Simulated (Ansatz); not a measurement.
# C3H8BF: a ladder of functionals and wavefunction methods

One table from this session's results is given with a row withheld; the runs are named, their logs left out.

The runs use Ansatz 0.2.0, Gaussian basis; functionals in def2-TZVPP, the program's frozen cores in correlated methods.

Plan: LDA (SPW92), PBE-D4, revPBE-D4, BLYP-D4, r2SCAN-D4, B97M-V, PBE0-D4, B3LYP-D4, r2SCANh-D4, r2SCAN0-D4, HSE06-D4, BHLYP-D4, CAM-B3LYP-D4, LC-ωPBE, ωB97X-V, ωB97M-V, B2PLYP, PBE-QIDH; CCSD(T)/def2-SVP; CCSD(T)/def2-TZVPP; MP2/def2-QZVPP; extrapolation to the limit; RPA on PBE.

### The geometry

The geometry comes from an earlier relaxation with PBE0-D4 in a triple-zeta def2 set; it is a stationary point, not always the lowest conformer.

SMILES `CCB(C)F`, 13 atoms, charge 0, spin multiplicity 1.

Atoms are counted from 1 here; the program's logs count them from 0.

Bond lengths: C1–C2 1.522 Å, C1–H6 1.092 Å, C1–H7 1.092 Å, C1–H8 1.092 Å, C2–B3 1.565 Å, C2–H9 1.100 Å, C2–H10 1.100 Å, B3–C4 1.564 Å, B3–F5 1.338 Å, C4–H11 1.095 Å, C4–H12 1.096 Å, C4–H13 1.091 Å. Angles: C2–C1–H6 111.8°, C2–C1–H7 111.3°, C2–C1–H8 111.3°, H6–C1–H7 107.7°, H6–C1–H8 107.7°, H7–C1–H8 106.9°, C1–C2–B3 116.9°, C1–C2–H9 110.9°, C1–C2–H10 110.9°, B3–C2–H9 107.0°, B3–C2–H10 106.9°, H9–C2–H10 103.2°, C2–B3–C4 124.9°, C2–B3–F5 118.3°, C4–B3–F5 116.8°, B3–C4–H11 110.1°, B3–C4–H12 109.9°, B3–C4–H13 113.9° and more.

Geometry (Å):

| atom | x (Å) | y (Å) | z (Å) |
| --- | --- | --- | --- |
| C1 | -1.0432 | 1.6950 | -0.0807 |
| C2 | 0.0188 | 0.7062 | 0.3792 |
| B3 | 0.0398 | -0.6901 | -0.3268 |
| C4 | 1.0386 | -1.8466 | 0.0059 |
| F5 | -0.8590 | -0.9284 | -1.2889 |
| H6 | -0.9814 | 2.6399 | 0.4640 |
| H7 | -0.9422 | 1.9181 | -1.1451 |
| H8 | -2.0483 | 1.2930 | 0.0654 |
| H9 | -0.0603 | 0.5197 | 1.4599 |
| H10 | 1.0259 | 1.1345 | 0.2709 |
| H11 | 1.5861 | -2.1426 | -0.8956 |
| H12 | 0.4844 | -2.7373 | 0.3229 |
| H13 | 1.7611 | -1.5963 | 0.7838 |

The first run:

Input file in.yaml:

```yaml
crystal:
  periodic: [false, false, false]
  atoms:
    - {symbol: C, position_ang: [-1.043241, 1.695030, -0.080663]}
    - {symbol: C, position_ang: [0.018831, 0.706196, 0.379157]}
    - {symbol: B, position_ang: [0.039810, -0.690065, -0.326806]}
    - {symbol: C, position_ang: [1.038593, -1.846650, 0.005930]}
    - {symbol: F, position_ang: [-0.858985, -0.928393, -1.288943]}
    - {symbol: H, position_ang: [-0.981414, 2.639935, 0.463966]}
    - {symbol: H, position_ang: [-0.942171, 1.918111, -1.145118]}
    - {symbol: H, position_ang: [-2.048290, 1.292965, 0.065376]}
    - {symbol: H, position_ang: [-0.060296, 0.519742, 1.459886]}
    - {symbol: H, position_ang: [1.025890, 1.134542, 0.270857]}
    - {symbol: H, position_ang: [1.586111, -2.142618, -0.895593]}
    - {symbol: H, position_ang: [0.484436, -2.737294, 0.322890]}
    - {symbol: H, position_ang: [1.761127, -1.596301, 0.783762]}
basis:
  gaussian: {orbitals: def2-TZVPP}
hamiltonian: {xc: lda}
output: {orbitals: {seedname: orbitals}}
```

Run with:

```console
ansatz run in.yaml --threads 4 --pin off --events-out ev --progress --plain --max-ram 10444MiB
```

Among the steps run: LDA; PBE-D4 (GGA); revPBE-D4 (GGA); BLYP-D4 (GGA); r2SCAN-D4 (meta-GGA); B97M-V (meta-GGA); B3LYP-D4 (hybrid); r2SCANh-D4 (hybrid); r2SCAN0-D4 (hybrid); HSE06-D4 (hybrid); BHLYP-D4 (hybrid); CAM-B3LYP-D4 (range-separated); LC-ωPBE (range-separated); ωB97X-V (range-separated); ωB97M-V (range-separated); B2PLYP (double hybrid); PBE-QIDH (double hybrid).

One of the session's tables, all rows but one given; the rest of the session is left out.

It belongs to the step «Frontier levels by functional». 

| functional | HOMO (eV) | gap (eV) |
| --- | --- | --- |
| LDA (SPW92) | -7.02 | 5.81 |
| PBE-D4 | -6.90 | 5.96 |
| revPBE-D4 | -6.85 | 6.03 |
| BLYP-D4 | -6.84 | 6.02 |
| r2SCAN-D4 | -7.20 | 6.69 |
| B97M-V | ? | ? |
| PBE0-D4 | -8.37 | 8.48 |
| B3LYP-D4 | -8.18 | 8.03 |
| r2SCANh-D4 | -7.74 | 7.59 |
| r2SCAN0-D4 | -8.56 | 8.93 |
| HSE06-D4 | -7.96 | 7.68 |
| BHLYP-D4 | -9.79 | 10.98 |
| CAM-B3LYP-D4 | -9.84 | 11.08 |
| LC-ωPBE | -11.16 | 13.67 |
| ωB97X-V | -10.82 | 13.20 |
| ωB97M-V | -10.69 | 12.66 |

Q: Estimate the row for B97M-V from the others.

As computed: HOMO (eV): -7.33; gap (eV): 6.82. In the column «HOMO (eV)» it lies between r2SCANh-D4 (-7.74) and r2SCAN-D4 (-7.20).
